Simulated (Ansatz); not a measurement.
Crystal: CsLiCr2Te2S3.

```
CELL_PARAMETERS angstrom
3.31929 1.91639 6.87982
-3.31929 1.91639 6.87982
0.00000 -3.83279 6.87982
ATOMIC_POSITIONS crystal
Cs 0.00000 0.00000 0.00000
Li 0.50000 0.50000 0.50000
Cr 0.79848 0.79848 0.79848
Cr 0.20152 0.20152 0.20152
Te 0.67990 0.67990 0.67990
Te 0.32010 0.32010 0.32010
S 0.13626 0.86374 0.50000
S 0.50000 0.13626 0.86374
S 0.86374 0.50000 0.13626
```

The cell was built by a generator and needn't be a form met in nature.

Base run:

```yaml
Program: Ansatz 0.2.0
Functional: PBE
Potentials_or_basis: Ansatz PAW
Cutoff: "420 eV (not typed: the program's choice for these potentials)"
k_mesh: 5 × 5 × 5
Occupations: fermi-dirac, width 0.05 eV
Spin: collinear spin, ferromagnetic start
Starting_moments: "[0.0, 0.0, 3.0, 3.0, 0.0, 0.0, 0.0, 0.0, 0.0] μB"
Hubbard_terms: Cr d U = 8 eV
```

Its results: band gap on the k mesh none (metal or under the smearing width); pressure 6.3 GPa; net moment 4.66 μB per cell; site moments Cs -0.03; Li -0.01; Cr +3.34; Te -0.34; S -0.38 μB; largest force 2.411 eV/Å.

**Question.** After a change of settings the same cell gave: band gap on the k mesh none (metal or under the smearing width); pressure 5.0 GPa; net moment 4.46 μB per cell; site moments Cs -0.03; Li -0.01; Cr +3.17; Te -0.35; S -0.32 μB; largest force 1.975 eV/Å. Which change was it?
A. hubbard terms from Cr d U = 8 eV to Cr d U = 6 eV
B. functional from PBE to LDA; hubbard terms from Cr d U = 8 eV to none; hubbard projectors from ortho-atomic (the default) to none
C. potentials or basis from Ansatz PAW to JTH PAW; cutoff from 420 eV (not typed: the program's choice for these potentials) to 1230 eV (not typed: the program's choice for these potentials); hubbard terms from Cr d U = 8 eV to none; hubbard projectors from ortho-atomic (the default) to none; valence electrons from 90 to 70
D. functional from PBE to revPBE; hubbard terms from Cr d U = 8 eV to none; hubbard projectors from ortho-atomic (the default) to none

**Answer.** A.

Caveats: the magnetic or orbital state may not be the lowest; only a ferromagnetic start was run, and an antiferromagnetic order may lie lower in energy; forces of over 1 eV/Å show positions far from the minimum, so gaps and moduli don't describe the material at rest.
